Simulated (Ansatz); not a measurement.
# CH6GeOSi: the cost of one run

Computed with Ansatz 0.2.0, driven from Python. Level of theory: PBE/def2-SVP.

## 1. The structure

Bond lengths: Si1–Ge2 2.255 Å, Ge2–C3 1.894 Å, Ge2–O4 1.911 Å, C3–O4 1.323 Å, Si1–H5 1.489 Å, Si1–H6 1.524 Å, Si1–H7 1.498 Å, Ge2–H8 1.511 Å, C3–H9 1.129 Å, C3–H10 1.149 Å. Angles (14 of 19 angles, heavy atoms first): Si1–Ge2–C3 114.6°, Si1–Ge2–O4 106.9°, C3–Ge2–O4 40.7°, Ge2–C3–O4 70.3°, Ge2–O4–C3 68.9°, Si1–Ge2–H8 121.9°, C3–Ge2–H8 121.8°, O4–Ge2–H8 106.6°, Ge2–Si1–H5 112.2°, Ge2–Si1–H6 110.7°, Ge2–Si1–H7 111.2°, Ge2–C3–H9 118.2°, Ge2–C3–H10 116.7°, O4–C3–H9 113.3°.

The script holds or builds the structure itself.

## 2. The code

Contents of scan_ch6geosi.py:

```python
import warnings

import ansatz
import matplotlib.pyplot as plt
import numpy as np

warnings.simplefilter("ignore", ansatz.DeckWarning)

geometry = (
    ansatz.Crystal.molecule()
    .atom("Si", (-1.1962, 0.917, -0.8221))
    .atom("Ge", (-0.3049, -0.6917, 0.4821))
    .atom("C", (1.5415, -0.4792, 0.8465))
    .atom("O", (1.3852, -1.1531, -0.2817))
    .atom("H", (-1.2762, 0.5034, -2.2506))
    .atom("H", (-2.6136, 1.2514, -0.3728))
    .atom("H", (-0.4094, 2.1882, -0.7287))
    .atom("H", (-1.026, -1.9921, 0.7525))
    .atom("H", (2.0003, 0.5416, 0.6976))
    .atom("H", (1.9823, -1.1367, 1.68))
)

symbols = [site.symbol for site in geometry.cartesian_sites]
start = np.array([site.position_ang for site in geometry.cartesian_sites])
axis = (start[6] - start[0]) / np.linalg.norm(start[6] - start[0])
moving = [6]
lengths, energies = [1.27, 1.38, 1.5, 1.65, 1.87, 2.25, 2.7, 3.3], []
for length in lengths:
    xyz = start.copy()
    xyz[moving] += (length - np.linalg.norm(start[6] - start[0])) * axis
    point = ansatz.Crystal.molecule()
    for symbol, place in zip(symbols, xyz):
        point = point.atom(symbol, place.tolist())
    calculation = (
        point.calculation()
        .basis(gaussian="def2-SVP")
        .functional("PBE")
        .spin("collinear")
    )
    data = calculation.run(threads=1, backend="cpu").report
    energies.append(data["free_energy_ev"])
    print(f"r = {length:6.3f} A  E = {energies[-1]:.5f} eV  <S^2> = {abs(data['mean_field']['state']['spin_squared']):.3f}")

print("energy above the lowest point (eV):", [round(e - min(energies), 3) for e in energies])
plt.figure(figsize=(4.5, 3))
plt.plot(lengths, np.array(energies) - min(energies), "o-")
plt.xlabel("bond length (A)")
plt.ylabel("E - E(min) (eV)")
plt.tight_layout()
plt.savefig("scan.png", dpi=100)
```

## 3. What the engine is handed

The package turns the script's settings into the engine's input (first run):

```yaml
crystal:
  periodic: [false, false, false]
  atoms:
    - { symbol: Si, position_ang: [-1.1962, 0.917, -0.8221] }
    - { symbol: Ge, position_ang: [-0.3049, -0.6917, 0.4821] }
    - { symbol: C, position_ang: [1.5415, -0.4792, 0.8465] }
    - { symbol: O, position_ang: [1.3852, -1.1531, -0.2817] }
    - { symbol: H, position_ang: [-1.2762, 0.5034, -2.2506] }
    - { symbol: H, position_ang: [-2.6136, 1.2514, -0.3728] }
    - { symbol: H, position_ang: [-0.529112132747751, 1.9947860915748081, -0.7429108708676156] }
    - { symbol: H, position_ang: [-1.026, -1.9921, 0.7525] }
    - { symbol: H, position_ang: [2.0003, 0.5416, 0.6976] }
    - { symbol: H, position_ang: [1.9823, -1.1367, 1.68] }
basis:
  gaussian:
    orbitals: def2-SVP
hamiltonian:
  xc: pbe
magnetization:
  spin_polarized: true
```

## 4. The run

Started as:

```
$ python scan_ch6geosi.py
```

Q: Estimate wall time and peak memory on 1 thread of Arm Neoverse V2, shared host.

About 72 s, with a peak of 0.36 GiB.
